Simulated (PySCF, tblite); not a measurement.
**C7H4N radical: geometry, infrared bands and EPR parameters**

Aim: predict the infrared bands and EPR parameters of C7H4N radical (`N#Cc1[c]cccc1`).

Programs: tblite 0.8.0 and PySCF 2.14.0, with density-fitted response routines of our own. Each step states its level of theory. These are calculated values for one molecule in the gas phase, unless marked as measured. Atoms count from 0, in the outputs and in this text.

## Step 1: Starting geometry

12 atoms, charge 0, multiplicity 2; geometry from: force field or distance geometry start.

Bonds of the start (Å): N0–C1 1.17, C1–C2 1.42, C2–C3 1.39, C3–C4 1.39, C4–C5 1.40, C5–C6 1.40, C6–C7 1.40, C7–C2 1.41, C4–H8 1.08, C5–H9 1.09, C6–H10 1.09, C7–H11 1.08.

## Step 2: Relaxing the molecule with GFN2-xTB

What the job is given:

```
{"job": {"kind": "relax", "xc": "GFN2-xTB", "basis": "xTB"}, "charge": 0, "multiplicity": 2}
N      3.709600    -0.489400    -0.109600
C      2.539200    -0.390300    -0.090300
C      1.130200    -0.266500    -0.041000
C      0.328600    -1.399500    -0.140400
C     -1.061300    -1.303100    -0.091100
C     -1.666100    -0.049000     0.020000
C     -0.871400     1.102500     0.106800
C      0.526300     0.998900     0.081400
H     -1.663900    -2.202000    -0.166200
H     -2.749500     0.032900     0.053100
H     -1.345100     2.074000     0.203300
H      1.124600     1.890800     0.147900
```

Command:

```sh
OMP_NUM_THREADS=1 python probes_run.py task.json out
```

One launch serves the whole session: the jobs run in the order shown.

**Question.** This job is followed by: GFN2-xTB harmonic vibrations, gas phase; UKS B3LYP, pcH-1 on C H N, non-relativistic, mean-field spin-orbit, GIAO. What will the session give for the following? strongest single infrared mode (GFN2-xTB); zero-point energy (GFN2-xTB); g(iso) (B3LYP); ⟨S²⟩; largest a(iso); surface potential, 1st and 99th percentile.

**Answer**, as computed:

| quantity | value |
| --- | --- |
| strongest single infrared mode (GFN2-xTB) | 2377 cm⁻¹, 230 km/mol |
| zero-point energy (GFN2-xTB) | 52.1 kcal/mol |
| g(iso) (B3LYP) | 2.00223 |
| ⟨S²⟩ | 0.758 (exact 0.75) |
| largest a(iso) | 13C on C3, 424.6 MHz |
| surface potential, 1st and 99th percentile | -1.78 V and 1.39 V |

In words: The optimisation took 23 steps and gained 0.129 eV; among the close pairs (by a distance rule), C3–C4 changed most, from 1.394 to 1.360 Å. No mode is imaginary among the 30: a minimum at this level. The strongest single mode, at 2377 cm⁻¹, moves mainly C1 and N0. GFN2-xTB is a fitted tight-binding method: band positions and strengths are rough. Its intensities can rank the bands wrongly. C3 carries the largest spin population, 1.02 e. The isotropic g lies 0.1 ppt below the free-electron value.
